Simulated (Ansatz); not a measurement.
Consider the interaction energy of a dimer with the counterpoise correction of Br2 (Ansatz 0.2.0, Python API).

The script, `dimer_br2.py`:
```python
"""Interaction energy of two Br2 molecules, with the counterpoise correction."""

import logging
import sys

import ansatz

logging.basicConfig(stream=sys.stdout, format="%(name)s: %(message)s")
log = logging.getLogger("run")
log.setLevel(logging.INFO)

FIRST = [
    ("Br", (0.9731, -0.3254, 0.4986)),
    ("Br", (-0.9731, 0.3254, -0.4986)),
]
SECOND = [
    ("Br", (-3.0379, 2.7998, -1.3942)),
    ("Br", (-1.1542, 4.0837, -1.4899)),
]

def energy(atoms, ghosts=()):
    molecule = ansatz.Crystal.molecule()
    for symbol, xyz in atoms:
        molecule = molecule.atom(symbol, xyz)
    calc = (
        molecule.calculation()
        .basis(gaussian="def2-SVPD")
        .functional("r2scan")
    )
    deck = calc.input()
    if ghosts:
        deck = deck.set(ansatz.key.basis.gaussian.ghost_atoms, [{"symbol": s, "position_ang": list(xyz)} for s, xyz in ghosts])
    return ansatz.Session.from_dict(deck).plan().execute().report["free_energy_ev"]

# monomers in their own basis and in the basis of the dimer
both = energy(FIRST + SECOND)
alone = energy(FIRST) + energy(SECOND)
ghosted = energy(FIRST, SECOND) + energy(SECOND, FIRST)
log.info(f"dimer {both:.6f} eV")
log.info(f"interaction, uncorrected   {(both - alone):8.3f} eV")
log.info(f"interaction, counterpoise  {(both - ghosted):8.3f} eV")
log.info(f"basis-set superposition    {(alone - ghosted):8.3f} eV")
```

How large is the interaction at this pose, and how much of it is basis-set superposition?

Uncorrected it is -0.076 eV, with the counterpoise correction -0.045 eV; the difference, 0.03 eV, is the superposition error.

The output:

```console
$ python dimer_br2.py
run: dimer -280150.073957 eV
run: interaction, uncorrected     -0.076 eV
run: interaction, counterpoise    -0.045 eV
run: basis-set superposition       0.031 eV
```

What to keep in mind:
- The settings weren't tested for convergence.
- The dimer is a generated trial pose of unrelaxed monomers, not a minimum, so the figure is no binding energy, and the basis set is small.
- This level lacks the dispersion part of the attraction (electrostatics and induction are there), which can decide the sign where the interaction is weak.
- Run time: 19 s on 1 thread of Intel(R) Xeon(R) 6975P-C (Granite Rapids), on a shared host, peak memory 0.35 GiB.
